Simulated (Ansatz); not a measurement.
# WH₄+ (sextet): from Hartree-Fock to the top rungs, def2-SVP

The task here is to estimate one member of a computed series from the others.

Method: def2-SVP, core rule «outside noble gas», up to 4 orbitals frozen; program: Ansatz 0.2.0, Gaussian basis.

The runs, in order: UHF; CCSD(T) on ROHF; CCSD(T) on UHF; CISD; CCSDT(Q) on ROHF; CCSDT(Q) on UHF.

21 further runs of the same task are left out: 3 for a known fault of the program, 6 that didn't finish, 12 set aside as unsound or not needed.

**The geometry**

The geometry is a PBE0/def2-TZVP stationary point (not a proven minimum) of the parent state, kept for this charge and spin. No spin-orbit coupling is included. Elements past krypton take def2 core potentials.

5 atoms, charge 1, spin multiplicity 6.

Atoms are counted from 1 here; the program's logs count them from 0.

Bond lengths: W1–H2 1.806 Å, W1–H3 1.806 Å, W1–H4 1.806 Å, W1–H5 1.806 Å. Angles: H2–W1–H3 90.0°, H2–W1–H4 90.0°, H2–W1–H5 180.0°, H3–W1–H4 180.0°, H3–W1–H5 90.0°, H4–W1–H5 90.0°.

Set-up of the first run:

in.yaml reads:

```yaml
crystal:
  periodic: [false, false, false]
  atoms:
    - {symbol: W, position_ang: [0.000000, 0.000000, 0.000000]}
    - {symbol: H, position_ang: [-0.007297, 1.280271, 1.274036]}
    - {symbol: H, position_ang: [-0.009498, -1.274056, 1.280237]}
    - {symbol: H, position_ang: [0.009498, 1.274056, -1.280237]}
    - {symbol: H, position_ang: [0.007297, -1.280271, -1.274036]}
basis:
  gaussian: {orbitals: def2-SVP}
total_charge: 1
magnetization: {spin_polarized: true, initial_magnetization: 5}
hamiltonian: {xc: hf}
output: {orbitals: {seedname: orbitals}}
```

Command:

```bash
ansatz run in.yaml --threads 1 --pin off --events-out ev --progress --plain --max-ram 2393MiB
```

Steps of the session up to this table: UHF; CCSD(T) on ROHF; CCSD(T) on UHF; CISD; CCSDT(Q) on ROHF; CCSDT(Q) on UHF.

One table of the session follows, with a row left open; its other results are not shown here.

| method | from RCCSDT(Q) (meV) |
| --- | --- |
| UHF | +4397.6 |
| RMP2 | +776.5 |
| UMP2 | +926.2 |
| CISD | +540.1 |
| RCCSD | +172.4 |
| UCCSD | ? |
| RCCSD(T) | +34.2 |
| UCCSD(T) | -51.7 |
| RCCSDT | +9.9 |
| UCCSDT | -73.8 |
| RCCSDT(Q) | 0 |
| UCCSDT(Q) | -82.4 |

**Question.** Estimate the row for UCCSD.

As computed: from RCCSDT(Q) (meV): +73.7. In the column «from RCCSDT(Q) (meV)» it lies between RCCSD(T) (+34.2) and RCCSD (+172.4).

Left out of the table: ROHF (another determinant or state than the rows shown).

Caveats from the session: Warnings: spin contamination; coupled cluster took another determinant than the lowest. Restricted and unrestricted rows rest on different reference determinants; where their highest levels disagree by more than a few hundredths of an eV, they describe different states and don't form one ladder.
